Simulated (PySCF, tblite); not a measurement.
**C4H5FO2: a rotation path, then NMR shifts on frames**

How do NMR shifts of C4H5FO2 (`COCC(F)=C=O`) change as the atoms move?

Programs: tblite 0.8.0 and PySCF 2.14.0, with density-fitted response routines of our own. Each step states its level of theory. These are calculated values for one molecule in the gas phase, unless marked as measured. Atoms are numbered from 0 throughout.

### Step 1. Starting geometry

12 atoms, charge 0, multiplicity 1; geometry from: GFN2-xTB.

Bonds of the start (Å): C0–O1 1.41, O1–C2 1.40, C2–C3 1.52, C3–F4 1.37, C3–C5 1.30, C5–O6 1.16, C0–H7 1.09, C0–H8 1.10, C0–H9 1.09, C2–H10 1.09, C2–H11 1.10.

### Step 2. The rotation path with GFN2-xTB

Job settings and geometry (Å):

```
{"job": {"kind": "neb", "xc": "GFN2-xTB", "basis": "xTB", "atoms": [1, 2, 3, 4], "turn": 120}, "charge": 0, "multiplicity": 1}
C      1.476955    -0.527167    -0.753229
O      0.146582    -0.330935    -1.183491
C     -0.541904     0.661426    -0.477270
C     -0.790634     0.328789     0.982973
F      0.096776     0.866844     1.873210
C     -1.743371    -0.468227     1.373270
O     -2.643630    -1.165104     1.606419
H      1.517454    -0.892636     0.277779
H      2.054142     0.401760    -0.825197
H      1.904154    -1.274534    -1.417243
H     -1.492210     0.789501    -1.000225
H      0.016885     1.609597    -0.483023
```

Level: GFN2-xTB climbing-image nudged elastic band, gas phase.

Started as:

```bash
$ OMP_NUM_THREADS=1 python probes_run.py task.json out
```

This one command runs all jobs of the session in turn.

Standard output:

```text
image   E - E0 / eV
  0       0.0000
  1       0.0099
  2       0.0241
  3       0.0342
  4       0.0466
  5       0.0543
  6       0.0448
  7       0.0192
  8       0.0028
```

Wall time 3.2 s (1 thread of Arm Neoverse V1, shared host); peak memory 0.18 GiB.

The final band, with the dihedral O1–C2–C3–F4:

```csv
image,dihedral (°),energy (eV),energy (kcal/mol)
0,98,0.000,0.0
1,118,0.010,0.2
2,140,0.024,0.6
3,162,0.034,0.8
4,184,0.047,1.1
5,206,0.054,1.3
6,228,0.045,1.0
7,250,0.019,0.4
8,267,0.003,0.1
```

### Step 3. Shielding tensors: image 0, PBE0/pcSseg-1

Job settings and geometry (Å):

```
{"job": {"kind": "nmr", "xc": "PBE0", "basis": "pcSseg-1", "pop": false}, "charge": 0, "multiplicity": 1}
C      1.477000    -0.527200    -0.753200
O      0.146600    -0.330900    -1.183500
C     -0.541900     0.661400    -0.477300
C     -0.790600     0.328800     0.983000
F      0.096800     0.866800     1.873200
C     -1.743400    -0.468200     1.373300
O     -2.643600    -1.165100     1.606400
H      1.517500    -0.892600     0.277800
H      2.054100     0.401800    -0.825200
H      1.904200    -1.274500    -1.417200
H     -1.492200     0.789500    -1.000200
H      0.016900     1.609600    -0.483000
```

With the program's defaults for keys left out, this is: GIAO PBE0/pcSseg-1 NMR shielding, non-relativistic, gas phase.

Standard output:

```text
coarse grid: 10704 points
cycle   1  E = -404.9554102823  dE =  1.140e+00  |g| = 8.683e-01  |ddm| = 3.118e+00
cycle   2  E = -404.5215992279  dE =  4.338e-01  |g| = 1.770e+00  |ddm| = 1.842e+00
cycle   3  E = -405.0776629385  dE = -5.561e-01  |g| = 2.598e-01  |ddm| = 1.318e+00
cycle   4  E = -405.0897157816  dE = -1.205e-02  |g| = 9.810e-02  |ddm| = 2.552e-01
cycle   5  E = -405.0914712670  dE = -1.755e-03  |g| = 1.270e-02  |ddm| = 7.015e-02
cycle   6  E = -405.0915034229  dE = -3.216e-05  |g| = 4.310e-03  |ddm| = 1.209e-02
cycle   7  E = -405.0915069780  dE = -3.555e-06  |g| = 1.130e-03  |ddm| = 3.075e-03
final grid: 105712 points
cycle   8  E = -405.1621723806  dE = -1.071e-05  |g| = 1.575e-02  |ddm| = 2.516e-02
cycle   9  E = -405.1620457497  dE =  1.266e-04  |g| = 3.048e-02  |ddm| = 2.668e-02
cycle  10  E = -405.1622144898  dE = -1.687e-04  |g| = 3.973e-03  |ddm| = 1.959e-02
cycle  11  E = -405.1622175193  dE = -3.030e-06  |g| = 4.492e-04  |ddm| = 2.521e-03
cycle  12  E = -405.1622175528  dE = -3.354e-08  |g| = 1.601e-04  |ddm| = 5.081e-04
cycle  13  E = -405.1622175585  dE = -5.627e-09  |g| = 2.146e-05  |ddm| = 1.465e-04
cycle  14  E = -405.1622175586  dE = -9.686e-11  |g| = 6.711e-06  |ddm| = 2.401e-05
converged SCF energy = -405.1622175586

GIAO shielding tensors (ppm)
atom      isotropic    diamagn.    paramagn.     s11        s22        s33       span
  0 C      127.879     245.949    -118.070     95.505    107.282    180.850     85.344
  1 O      297.487     395.523     -98.035    241.157    312.486    338.820     97.663
  2 C      109.234     243.221    -133.988     79.125    101.148    147.428     68.302
  3 C       67.730     253.144    -185.414    -36.890     94.050    146.030    182.920
  4 F      474.820     472.775       2.045    296.967    387.639    739.856    442.889
  5 C      -56.850     261.365    -318.214    -79.169    -66.001    -25.379     53.790
  6 O     -226.931     400.356    -627.287   -616.819   -259.336    195.362    812.180
  7 H       27.855      30.190      -2.335     24.513     26.712     32.339      7.826
  8 H       28.510      29.389      -0.879     25.489     26.276     33.764      8.274
  9 H       27.881      28.728      -0.847     24.080     25.661     33.902      9.822
 10 H       26.431      28.862      -2.431     20.733     26.527     32.034     11.301
 11 H       26.985      28.907      -1.922     21.725     27.758     31.472      9.746
```

It took 11 s on 1 thread of Arm Neoverse V1, shared host; peak memory 0.71 GiB.

The references, computed at this level on geometries of the same kind, shield at (ppm): ¹H TMS 31.72, ¹³C TMS 186.9, ¹⁹F CFCl3 170.9, ¹⁷O H2O 336.1. Their shielding less the atom's gives the shift. The references are single molecules in the gas phase, so shifts against H2O, NH3, PH3, H3PO4 or CFCl3 are not on the usual liquid scales and can be off by tens of ppm. Each atom is listed at this fixed geometry, with no averaging over motion; a spectrum would average atoms that exchange fast.

```csv
atoms,environment,σ (ppm),δ (ppm)
C5,central carbon of a ketene,-56.8,243.8
C3,terminal carbon of a ketene,67.7,119.2
C2,allylic sp3 CH2 bonded to O,109.2,77.7
C0,methyl carbon bonded to O,127.9,59.0
H10,hydrogen on an allylic sp3 CH2 bonded to O,26.43,5.29
H11,hydrogen on an allylic sp3 CH2 bonded to O,26.99,4.73
H7,hydrogen on a methyl carbon bonded to O,27.85,3.86
H9,hydrogen on a methyl carbon bonded to O,27.88,3.84
H8,hydrogen on a methyl carbon bonded to O,28.51,3.21
O6,carbonyl oxygen,-226.9,563.0
O1,ether oxygen,297.5,38.6
F4,vinylic fluorine,474.8,-303.9
```

### Step 4. Shielding tensors: image 2, PBE0/pcSseg-1

Job settings and geometry (Å):

```
{"job": {"kind": "nmr", "xc": "PBE0", "basis": "pcSseg-1", "pop": false}, "charge": 0, "multiplicity": 1}
C      1.313200    -0.680300    -0.726900
O      0.065200    -0.224200    -1.202900
C     -0.476000     0.838300    -0.477900
C     -0.850800     0.492200     0.956300
F     -0.566700     1.467800     1.868900
C     -1.406200    -0.629200     1.317400
O     -1.866100    -1.674700     1.535300
H      1.230300    -1.086000     0.287000
H      2.057800     0.124200    -0.727700
H      1.623600    -1.467300    -1.409800
H     -1.357700     1.162100    -1.041800
H      0.234700     1.676400    -0.403800
```

Method: GIAO PBE0/pcSseg-1 NMR shielding, non-relativistic, gas phase.

Standard output:

```text
coarse grid: 10704 points
cycle   1  E = -404.9569662640  dE =  1.138e+00  |g| = 8.579e-01  |ddm| = 3.127e+00
cycle   2  E = -404.5159921581  dE =  4.410e-01  |g| = 1.770e+00  |ddm| = 1.908e+00
cycle   3  E = -405.0743844271  dE = -5.584e-01  |g| = 2.701e-01  |ddm| = 1.369e+00
cycle   4  E = -405.0877654231  dE = -1.338e-02  |g| = 8.948e-02  |ddm| = 2.617e-01
cycle   5  E = -405.0891789960  dE = -1.414e-03  |g| = 1.210e-02  |ddm| = 6.332e-02
cycle   6  E = -405.0892079865  dE = -2.899e-05  |g| = 4.229e-03  |ddm| = 1.125e-02
cycle   7  E = -405.0892116917  dE = -3.705e-06  |g| = 9.322e-04  |ddm| = 3.071e-03
final grid: 105712 points
cycle   8  E = -405.1592378569  dE = -4.852e-06  |g| = 1.571e-02  |ddm| = 2.401e-02
cycle   9  E = -405.1590995858  dE =  1.383e-04  |g| = 3.130e-02  |ddm| = 2.840e-02
cycle  10  E = -405.1592807482  dE = -1.812e-04  |g| = 3.781e-03  |ddm| = 2.084e-02
cycle  11  E = -405.1592834777  dE = -2.730e-06  |g| = 4.169e-04  |ddm| = 2.377e-03
cycle  12  E = -405.1592835067  dE = -2.893e-08  |g| = 1.459e-04  |ddm| = 5.035e-04
cycle  13  E = -405.1592835111  dE = -4.430e-09  |g| = 2.912e-05  |ddm| = 1.421e-04
cycle  14  E = -405.1592835112  dE = -1.273e-10  |g| = 1.209e-05  |ddm| = 2.809e-05
converged SCF energy = -405.1592835112

GIAO shielding tensors (ppm)
atom      isotropic    diamagn.    paramagn.     s11        s22        s33       span
  0 C      128.827     246.508    -117.682     93.146    110.318    183.016     89.870
  1 O      319.471     395.301     -75.829    289.076    314.820    354.517     65.441
  2 C      112.996     243.211    -130.215     78.449    101.673    158.866     80.417
  3 C       66.698     255.549    -188.850    -52.239     95.538    156.796    209.034
  4 F      493.701     470.624      23.077    307.132    385.170    788.800    481.667
  5 C      -65.010     261.354    -326.364    -97.806    -73.826    -23.397     74.409
  6 O     -258.319     400.750    -659.069   -690.979   -285.557    201.579    892.558
  7 H       27.988      30.990      -3.002     24.115     27.059     32.791      8.676
  8 H       28.594      29.596      -1.002     25.402     26.310     34.069      8.667
  9 H       27.911      29.097      -1.186     24.104     25.656     33.974      9.870
 10 H       25.761      28.090      -2.329     20.604     26.075     30.605     10.001
 11 H       27.382      29.339      -1.957     23.285     28.117     30.744      7.459
```

Wall time 11 s (1 thread of Arm Neoverse V1, shared host); peak memory 0.77 GiB.

In short: δ C5 251.9, C3 120.2, C2 73.9, C0 58.1, H10 5.96, H11 4.33 ppm.

### Step 5. NMR shieldings: image 5, PBE0/pcSseg-1

Job settings and geometry (Å):

```
{"job": {"kind": "nmr", "xc": "PBE0", "basis": "pcSseg-1", "pop": false}, "charge": 0, "multiplicity": 1}
C      1.128200    -0.827000    -0.814400
O      0.086300    -0.007100    -1.284400
C     -0.295900     0.999600    -0.404100
C     -1.031400     0.526000     0.842600
F     -1.852000     1.490500     1.362500
C     -0.939800    -0.619900     1.455200
O     -0.866300    -1.659300     1.978800
H      0.810900    -1.407300     0.057400
H      2.010900    -0.237200    -0.540800
H      1.373000    -1.503700    -1.629700
H     -0.996600     1.637900    -0.952800
H      0.574000     1.606700    -0.096300
```

With the program's defaults for keys left out, this is: GIAO PBE0/pcSseg-1 NMR shielding, non-relativistic, gas phase.

Standard output:

```text
coarse grid: 10704 points
cycle   1  E = -404.9510262233  dE =  1.153e+00  |g| = 8.612e-01  |ddm| = 3.158e+00
cycle   2  E = -404.5128231688  dE =  4.382e-01  |g| = 1.767e+00  |ddm| = 1.827e+00
cycle   3  E = -405.0681937226  dE = -5.554e-01  |g| = 2.755e-01  |ddm| = 1.314e+00
cycle   4  E = -405.0822924097  dE = -1.410e-02  |g| = 9.115e-02  |ddm| = 2.707e-01
cycle   5  E = -405.0837656348  dE = -1.473e-03  |g| = 1.207e-02  |ddm| = 6.389e-02
cycle   6  E = -405.0837942829  dE = -2.865e-05  |g| = 4.473e-03  |ddm| = 1.074e-02
cycle   7  E = -405.0837986590  dE = -4.376e-06  |g| = 9.320e-04  |ddm| = 3.777e-03
final grid: 105712 points
cycle   8  E = -405.1542170544  dE = -9.203e-06  |g| = 1.529e-02  |ddm| = 2.309e-02
cycle   9  E = -405.1540891359  dE =  1.279e-04  |g| = 3.027e-02  |ddm| = 2.666e-02
cycle  10  E = -405.1542574654  dE = -1.683e-04  |g| = 3.806e-03  |ddm| = 1.963e-02
cycle  11  E = -405.1542602461  dE = -2.781e-06  |g| = 4.026e-04  |ddm| = 2.488e-03
cycle  12  E = -405.1542602716  dE = -2.551e-08  |g| = 1.525e-04  |ddm| = 4.710e-04
cycle  13  E = -405.1542602765  dE = -4.887e-09  |g| = 2.227e-05  |ddm| = 1.395e-04
cycle  14  E = -405.1542602766  dE = -8.470e-11  |g| = 8.688e-06  |ddm| = 2.272e-05
converged SCF energy = -405.1542602766

GIAO shielding tensors (ppm)
atom      isotropic    diamagn.    paramagn.     s11        s22        s33       span
  0 C      125.364     247.861    -122.497     92.539    102.614    180.939     88.400
  1 O      320.868     395.372     -74.504    293.094    322.279    347.231     54.136
  2 C      115.517     243.650    -128.133     84.830     96.601    165.120     80.290
  3 C       54.909     254.415    -199.506    -67.874     99.715    132.886    200.760
  4 F      523.601     469.556      54.046    304.197    417.742    848.865    544.668
  5 C      -81.273     260.846    -342.119   -140.343    -83.266    -20.209    120.134
  6 O     -291.670     400.463    -692.133   -809.761   -275.652    210.404   1020.165
  7 H       28.645      32.769      -4.123     22.595     28.949     34.392     11.797
  8 H       28.554      30.164      -1.610     25.151     26.390     34.122      8.971
  9 H       27.873      29.232      -1.359     24.112     25.461     34.045      9.933
 10 H       26.600      27.997      -1.397     22.868     26.859     30.073      7.205
 11 H       26.454      29.310      -2.856     22.391     27.222     29.749      7.359
```

Run time: 11 s. Hardware: 1 thread of Arm Neoverse V1, shared host; peak memory 0.77 GiB.

Key values: δ C5 268.2, C3 132.0, C2 71.4, C0 61.6, H11 5.26, H10 5.12 ppm.

### Step 6. Shielding tensors: image 6, PBE0/pcSseg-1

Job settings and geometry (Å):

```
{"job": {"kind": "nmr", "xc": "PBE0", "basis": "pcSseg-1", "pop": false}, "charge": 0, "multiplicity": 1}
C      1.066700    -0.855100    -0.857700
O      0.114600     0.077800    -1.302500
C     -0.237300     1.037200    -0.353900
C     -1.070000     0.509100     0.804800
F     -2.173200     1.270400     1.078700
C     -0.832000    -0.542700     1.536700
O     -0.600100    -1.490300     2.175000
H      0.651300    -1.498900    -0.075700
H      1.962000    -0.357900    -0.466000
H      1.327200    -1.460900    -1.722400
H     -0.868900     1.761800    -0.875900
H      0.660800     1.548800     0.032700
```

Method: GIAO PBE0/pcSseg-1 NMR shielding, non-relativistic, gas phase.

Standard output:

```text
coarse grid: 10704 points
cycle   1  E = -404.9480901506  dE =  1.156e+00  |g| = 8.692e-01  |ddm| = 3.146e+00
cycle   2  E = -404.5163833369  dE =  4.317e-01  |g| = 1.766e+00  |ddm| = 1.840e+00
cycle   3  E = -405.0683950910  dE = -5.520e-01  |g| = 2.726e-01  |ddm| = 1.311e+00
cycle   4  E = -405.0820988202  dE = -1.370e-02  |g| = 9.579e-02  |ddm| = 2.725e-01
cycle   5  E = -405.0837678713  dE = -1.669e-03  |g| = 1.224e-02  |ddm| = 6.752e-02
cycle   6  E = -405.0837975772  dE = -2.971e-05  |g| = 4.464e-03  |ddm| = 1.074e-02
cycle   7  E = -405.0838020325  dE = -4.455e-06  |g| = 8.702e-04  |ddm| = 3.596e-03
final grid: 105712 points
cycle   8  E = -405.1543580289  dE = -1.174e-05  |g| = 1.486e-02  |ddm| = 2.204e-02
cycle   9  E = -405.1542409612  dE =  1.171e-04  |g| = 2.912e-02  |ddm| = 2.548e-02
cycle  10  E = -405.1543959497  dE = -1.550e-04  |g| = 3.786e-03  |ddm| = 1.875e-02
cycle  11  E = -405.1543987071  dE = -2.757e-06  |g| = 4.246e-04  |ddm| = 2.474e-03
cycle  12  E = -405.1543987362  dE = -2.909e-08  |g| = 1.568e-04  |ddm| = 4.951e-04
cycle  13  E = -405.1543987415  dE = -5.336e-09  |g| = 2.106e-05  |ddm| = 1.415e-04
cycle  14  E = -405.1543987416  dE = -9.470e-11  |g| = 5.726e-06  |ddm| = 2.229e-05
converged SCF energy = -405.1543987416

GIAO shielding tensors (ppm)
atom      isotropic    diamagn.    paramagn.     s11        s22        s33       span
  0 C      126.129     248.131    -122.002     93.346    103.856    181.184     87.837
  1 O      309.697     395.203     -85.506    274.375    307.864    346.852     72.477
  2 C      112.604     244.971    -132.367     82.569     97.068    158.174     75.604
  3 C       58.778     253.547    -194.770    -54.737    101.179    129.891    184.628
  4 F      511.026     469.073      41.953    295.724    395.787    841.569    545.845
  5 C      -77.456     261.052    -338.508   -124.970    -83.961    -23.437    101.533
  6 O     -274.960     400.470    -675.431   -765.342   -264.843    205.303    970.645
  7 H       28.535      32.590      -4.054     22.839     28.577     34.190     11.351
  8 H       28.801      30.510      -1.709     25.392     26.583     34.428      9.036
  9 H       27.901      29.147      -1.246     24.095     25.553     34.054      9.959
 10 H       26.674      28.336      -1.662     22.839     26.901     30.283      7.443
 11 H       26.320      29.683      -3.363     21.434     27.291     30.235      8.801
```

It took 11 s on 1 thread of Arm Neoverse V1, shared host; peak memory 0.77 GiB.

This run: δ C5 264.4, C3 128.1, C2 74.3, C0 60.8, H11 5.40, H10 5.04 ppm.

### Step 7. NMR shieldings: image 8, PBE0/pcSseg-1

Job settings and geometry (Å):

```
{"job": {"kind": "nmr", "xc": "PBE0", "basis": "pcSseg-1", "pop": false}, "charge": 0, "multiplicity": 1}
C      1.004300    -0.862600    -0.974800
O      0.136600     0.196000    -1.294300
C     -0.158700     1.045400    -0.222100
C     -1.154600     0.460200     0.764700
F     -2.460500     0.773000     0.533500
C     -0.809900    -0.381100     1.697000
O     -0.376900    -1.066300     2.533600
H      0.566500    -1.523900    -0.217900
H      1.965100    -0.485800    -0.603800
H      1.161300    -1.420400    -1.895000
H     -0.630500     1.929400    -0.657400
H      0.758500     1.335400     0.310400
```

Method: GIAO PBE0/pcSseg-1 NMR shielding, non-relativistic, gas phase.

Standard output:

```text
coarse grid: 10704 points
cycle   1  E = -404.9506788356  dE =  1.153e+00  |g| = 8.752e-01  |ddm| = 3.115e+00
cycle   2  E = -404.5245357258  dE =  4.261e-01  |g| = 1.765e+00  |ddm| = 1.843e+00
cycle   3  E = -405.0763793943  dE = -5.518e-01  |g| = 2.475e-01  |ddm| = 1.295e+00
cycle   4  E = -405.0869172091  dE = -1.054e-02  |g| = 1.086e-01  |ddm| = 2.615e-01
cycle   5  E = -405.0891396583  dE = -2.222e-03  |g| = 1.321e-02  |ddm| = 7.910e-02
cycle   6  E = -405.0891733862  dE = -3.373e-05  |g| = 5.151e-03  |ddm| = 1.212e-02
cycle   7  E = -405.0891783013  dE = -4.915e-06  |g| = 1.244e-03  |ddm| = 3.764e-03
final grid: 105712 points
cycle   8  E = -405.1599899191  dE = -1.330e-05  |g| = 1.525e-02  |ddm| = 2.164e-02
cycle   9  E = -405.1598698113  dE =  1.201e-04  |g| = 2.963e-02  |ddm| = 2.549e-02
cycle  10  E = -405.1600295607  dE = -1.597e-04  |g| = 3.826e-03  |ddm| = 1.879e-02
cycle  11  E = -405.1600323293  dE = -2.769e-06  |g| = 4.598e-04  |ddm| = 2.432e-03
cycle  12  E = -405.1600323655  dE = -3.616e-08  |g| = 1.720e-04  |ddm| = 5.413e-04
cycle  13  E = -405.1600323724  dE = -6.957e-09  |g| = 2.544e-05  |ddm| = 1.650e-04
cycle  14  E = -405.1600323726  dE = -2.104e-10  |g| = 1.174e-05  |ddm| = 3.635e-05
converged SCF energy = -405.1600323726

GIAO shielding tensors (ppm)
atom      isotropic    diamagn.    paramagn.     s11        s22        s33       span
  0 C      128.502     247.420    -118.917     94.254    109.553    181.701     87.447
  1 O      305.883     395.261     -89.378    269.085    292.445    356.119     87.034
  2 C      108.619     246.366    -137.747     80.676     97.103    148.078     67.402
  3 C       74.281     252.890    -178.610    -30.136     98.400    154.578    184.715
  4 F      482.096     469.773      12.323    315.901    390.557    739.831    423.930
  5 C      -58.784     261.707    -320.491    -84.864    -66.997    -24.490     60.374
  6 O     -220.989     400.717    -621.706   -623.656   -251.063    211.752    835.408
  7 H       28.423      31.732      -3.309     24.215     27.554     33.499      9.284
  8 H       28.946      30.437      -1.491     25.249     26.613     34.977      9.729
  9 H       27.912      29.034      -1.122     24.064     25.686     33.987      9.922
 10 H       26.254      28.400      -2.146     21.563     26.445     30.754      9.191
 11 H       27.172      30.661      -3.489     21.687     27.630     32.198     10.511
```

Run time: 11 s. Hardware: 1 thread of Arm Neoverse V1, shared host; peak memory 0.77 GiB.

In short: δ C5 245.7, C3 112.6, C2 78.3, C0 58.4, H10 5.46, H11 4.54 ppm.

### Step 8. Side by side: NMR shifts

Shifts (ppm) of some atoms, chosen among heavy atoms and hydrogens apart, with basis size and wall time:

```csv
frame,C5,C3,H10,H11,O6,O1,F4,functions,time
image 0,243.8,119.2,5.29,4.73,563.0,38.6,-303.9,144,11 s
image 2,251.9,120.2,5.96,4.33,594.4,16.6,-322.8,144,11 s
image 5,268.2,132.0,5.12,5.26,627.7,15.2,-352.7,144,11 s
image 6,264.4,128.1,5.04,5.40,611.0,26.4,-340.1,144,11 s
image 8,245.7,112.6,5.46,4.54,557.1,30.2,-311.2,144,11 s
```

### Step 9. What came out

| quantity | value |
| --- | --- |
| barrier | 0.054 eV (1.3 kcal/mol) at image 5 |
| end to end (GFN2-xTB) | 0.003 eV |
| ¹³C shifts against TMS (PBE0/pcSseg-1, image 0) | 243.8, 119.2, 77.7, 59.0 ppm |
| ¹H shifts against TMS (PBE0/pcSseg-1, image 0) | 5.29, 4.73, 3.86, 3.84, 3.21 ppm |
| ¹⁷O shifts against H2O (PBE0/pcSseg-1, image 0) | 563.0, 38.6 ppm |
| ¹⁹F shifts against CFCl3 (PBE0/pcSseg-1, image 0) | -303.9 ppm |
| range of the shift of O6 | 557.1 to 627.7 ppm |

Along the band the dihedral turns by 170°, and the top (dihedral 206°) lies 1.3 kcal/mol above the start (GFN2-xTB, rough), so at room temperature this motion is fast. The top was not checked by a frequency run. Shifts at one fixed geometry are not the observed spectrum, which averages over the motion. In the first frame run (image 0): The largest span, 812 ppm, is at O6, where the paramagnetic term is -627 ppm. In ppm, O6 moves most: its shift spreads over 70.7 ppm, from 557.1 (image 8) to 627.7 (image 5).
